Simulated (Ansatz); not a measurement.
Cl2H2NSi, SMILES [NH][SiH](Cl)Cl, an atomisation energy

With the Python package of Ansatz (0.2.0).

Notebook, run cell by cell (the value of a cell's last expression is shown):

**Cell 1**
```python
from collections import Counter

import ansatz as az
```

**Cell 2**
```python
def energy(molecule, charge=0, unpaired=0):
    calc = molecule.calculation().basis(gaussian="def2-SVP").functional("HF")
    if charge:
        calc = calc.charge(charge)
    if unpaired:
        calc = calc.spin("collinear", total=unpaired)
    return calc.run(threads=1).report["free_energy_ev"]
```

**Cell 3**
```python
geometry_ang = [
    ("N", (1.3417, 0.0608, -0.6418)),
    ("Si", (-0.2544, 0.1451, 0.164)),
    ("Cl", (-1.2925, 1.8865, -0.2167)),
    ("Cl", (-1.3955, -1.3476, -0.4881)),
    ("H", (1.703, -0.824, -0.4907)),
    ("H", (-0.0601, 0.0153, 1.627)),
]
molecule = az.Crystal.molecule()
for symbol, xyz in geometry_ang:
    molecule = molecule.atom(symbol, xyz)
```

**Cell 4**
```python
# unpaired electrons of the ground-state atoms
unpaired = {"N": 3, "Si": 2, "Cl": 1, "H": 1}
counts = Counter(site.symbol for site in molecule.cartesian_sites)
atom_energy = {s: energy(az.Crystal.molecule().atom(s, (0, 0, 0)), 0, unpaired[s]) for s in counts}
whole = energy(molecule, 0, 1)
for s, e in atom_energy.items():
    print(f"{s:2s} x{counts[s]}  {e:14.5f} eV")
print(f"Cl2H2NSi: {whole:.5f} eV")
split = sum(counts[s] * e for s, e in atom_energy.items()) - whole
print(f"atomisation energy (no zero-point term): {split:.3f} eV, {split / sum(counts.values()):.3f} eV an atom")
```
Output:
```text
N  x1     -1478.57238 eV
Si x1     -7857.37291 eV
Cl x2    -12498.71497 eV
H  x2       -13.58606 eV
Cl2H2NSi: -34373.20196 eV
atomisation energy (no zero-point term): 12.655 eV, 2.109 eV an atom
```

12.655 eV from the electronic energies, without the zero-point term.

Reading the output:
- Total energies depend on the basis set; only differences at equal settings carry meaning.
- The geometry is a force-field or estimated start, not a minimum of this method, and the basis set is short of its limit. All parts are taken at fixed geometry, without zero-point energy.
- The species is open-shell (spin multiplicity 2).
- Hartree-Fock leaves correlation out, so bond, atomisation and ionisation energies come out well too low.
- Wall time of the script: 3.3 s on 1 thread of Arm Neoverse V1 (shared host), peak memory 0.23 GiB.
